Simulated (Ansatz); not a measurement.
# H₄NO₂Sc: how energies converge with the basis set

How large a basis does H₄NO₂Sc need? Two functionals are run in growing sets.

Method: one geometry, several basis sets; program: Ansatz 0.2.0, Gaussian basis.

Levels to be run: PBE0-D4/def2-SVP; ωB97M-V/def2-SVP; PBE0-D4/def2-QZVPP; ωB97M-V/def2-QZVPP; the functionals' def2-TZVPP values are taken from earlier runs.

## Step 1: Structure used throughout

All runs share one geometry, relaxed beforehand with PBE0-D4 in a triple-zeta def2 set.

SMILES `[NH2][Sc]([OH])[OH]`, 8 atoms, charge 0, spin multiplicity 1.

Atoms are counted from 1 here; the program's logs count them from 0.

Bond lengths: N1–Sc2 1.986 Å, N1–H5 1.012 Å, N1–H6 1.012 Å, Sc2–O3 1.875 Å, Sc2–O4 1.875 Å, O3–H7 0.952 Å, O4–H8 0.952 Å. Angles: Sc2–N1–H5 126.2°, Sc2–N1–H6 126.2°, H5–N1–H6 107.6°, N1–Sc2–O3 116.3°, N1–Sc2–O4 116.3°, O3–Sc2–O4 127.3°, Sc2–O3–H7 169.0°, Sc2–O4–H8 169.1°.

Geometry (Å):

```
N    -0.7380    1.4109   -0.4402
Sc    0.1495   -0.2857    0.0888
O     1.9980   -0.3846   -0.2069
O    -0.9560   -1.6070    0.8278
H    -0.2876    2.2186   -0.8508
H    -1.7227    1.6245   -0.3478
H     2.9213   -0.6020   -0.2859
H    -1.3644   -2.3747    1.2149
```

## Step 2: PBE0-D4 in def2-SVP

File in.yaml:

```yaml
crystal:
  periodic: [false, false, false]
  atoms:
    - {symbol: N, position_ang: [-0.737988, 1.410868, -0.440180]}
    - {symbol: Sc, position_ang: [0.149461, -0.285688, 0.088807]}
    - {symbol: O, position_ang: [1.998007, -0.384584, -0.206852]}
    - {symbol: O, position_ang: [-0.956018, -1.607039, 0.827832]}
    - {symbol: H, position_ang: [-0.287588, 2.218582, -0.850809]}
    - {symbol: H, position_ang: [-1.722722, 1.624543, -0.347831]}
    - {symbol: H, position_ang: [2.921291, -0.601975, -0.285857]}
    - {symbol: H, position_ang: [-1.364443, -2.374717, 1.214881]}
basis:
  gaussian: {orbitals: def2-SVP}
hamiltonian: {xc: pbe0, dispersion: d4}
output: {orbitals: {seedname: orbitals}}
```

The run is started by

```console
ansatz run in.yaml --threads 4 --pin off --events-out ev --progress --plain --max-ram 10444MiB
```

After this run come: ωB97M-V in def2-SVP; PBE0-D4 in def2-QZVPP; ωB97M-V in def2-QZVPP.

Before running them: what should the planned runs give, taken together? Wanted: PBE0-D4: double and triple zeta above quadruple; ωB97M-V: double and triple zeta above quadruple.

**Answer**, as computed:

| quantity | value |
| --- | --- |
| PBE0-D4: double and triple zeta above quadruple | 10.64, 0.73 eV |
| ωB97M-V: double and triple zeta above quadruple | 10.77, 0.68 eV |

For PBE0-D4 the step from double to triple zeta gains 9.91 eV and the next only 0.73 eV. These are total energies; as a rule much of such shifts cancels in differences, which this series doesn't test.
